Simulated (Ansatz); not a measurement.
# CH6FN3Si: the cost of one run

All numbers below are computed with Ansatz 0.2.0 (RKS PBE-D4/def2-SVP).

## 1. The structure to begin with

Bond lengths: C1–N2 1.339 Å, N2–Si3 1.682 Å, Si3–N4 1.665 Å, Si3–N5 1.645 Å, Si3–F6 1.599 Å, C1–H7 1.087 Å, C1–H8 1.060 Å, N4–H9 0.972 Å, N4–H10 1.084 Å, N5–H11 0.978 Å, N5–H12 0.999 Å. Angles (14 of 16 angles, heavy atoms first): C1–N2–Si3 115.9°, N2–Si3–N4 110.3°, N2–Si3–N5 105.6°, N2–Si3–F6 115.1°, N4–Si3–N5 103.9°, N4–Si3–F6 109.5°, N5–Si3–F6 111.8°, N2–C1–H7 124.7°, N2–C1–H8 115.7°, Si3–N4–H9 110.2°, Si3–N4–H10 102.0°, Si3–N5–H11 106.2°, Si3–N5–H12 101.8°, H7–C1–H8 119.4°.

Structure file:

```xyz
12

C    -0.2494   -1.8180    1.1655
N    -0.7020   -0.9821    0.2219
Si    0.3799    0.1989   -0.2923
N     0.3739    1.4853    0.7642
N    -0.2654    0.8195   -1.6725
F     1.8815   -0.3054   -0.5127
H     0.7231   -1.7410    1.6446
H    -0.9436   -2.5407    1.5112
H     0.7205    2.2809    0.3269
H    -0.6849    1.6984    0.8550
H     0.0740    0.2678   -2.4051
H    -1.2307    0.5811   -1.5727
```

## 2. End point A

The input, input.yaml:

```yaml
crystal:
  periodic: [false, false, false]
  atoms:
    - { symbol: C, position_ang: [-0.2494, -1.818, 1.1655] }
    - { symbol: "N", position_ang: [-0.702, -0.9821, 0.2219] }
    - { symbol: Si, position_ang: [0.3799, 0.1989, -0.2923] }
    - { symbol: "N", position_ang: [0.3739, 1.4853, 0.7642] }
    - { symbol: "N", position_ang: [-0.2654, 0.8195, -1.6725] }
    - { symbol: F, position_ang: [1.8815, -0.3054, -0.5127] }
    - { symbol: H, position_ang: [0.7231, -1.741, 1.6446] }
    - { symbol: H, position_ang: [-0.9436, -2.5407, 1.5112] }
    - { symbol: H, position_ang: [0.7205, 2.2809, 0.3269] }
    - { symbol: H, position_ang: [-0.6849, 1.6984, 0.855] }
    - { symbol: H, position_ang: [0.074, 0.2678, -2.4051] }
    - { symbol: H, position_ang: [-1.2307, 0.5811, -1.5727] }
basis:
  gaussian: { orbitals: def2-SVP }
hamiltonian:
  xc: pbe
  dispersion: d4
relax:
  f_tol: 0.02
  max_steps: 50
```

Run with:

```bash
$ ansatz run input.yaml --threads 2 --pin off --max-ram 3072MiB --backend cpu --events-out ev --progress --plain --runs-dir out
```

**Question.** How long does this run take on 2 threads of AMD EPYC 7B13 (Zen 3), shared host, and how much memory does it need?

About 36 s, with a peak of 0.17 GiB.
